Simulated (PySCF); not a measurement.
# Br4Os (OsBr4): the cost of one run

Computed with PySCF 2.14.0 and routines of our own; the level stands in each step. Atoms count from 0.

### Step 1. The system as given

5 atoms, charge 0, states of the metal's open shell are computed; geometry from: model geometry, bond lengths from ionic radii.

### Step 2. Ligand-field states: state-averaged CASSCF

What the job is given:

```
{"job": {"kind": "lf", "basis": {"metal": "x2c-TZVPall", "ligand": "x2c-SVPall"}, "nevpt": true}, "charge": 0, "metal": "Os", "open_shell": "d4"}
Os     0.000000     0.000000     0.000000
Br     1.368320     1.368320     1.368320
Br    -1.368320    -1.368320     1.368320
Br    -1.368320     1.368320    -1.368320
Br     1.368320    -1.368320    -1.368320
```

Level: state-averaged CASSCF of the metal d shell, SC-NEVPT2 on the averaged canonical orbitals, state-interaction spin-orbit coupling.

Launch:

```
$ OMP_NUM_THREADS=1 python lf_run.py task.json out
```

The driver reads the jobs from task.json and runs them one after another.

Q: Estimate the wall time and peak memory of this first job on 1 thread of Intel Xeon Platinum 8259CL at 2.50GHz, shared host.

About 1.9 min, with a peak of 0.68 GiB.
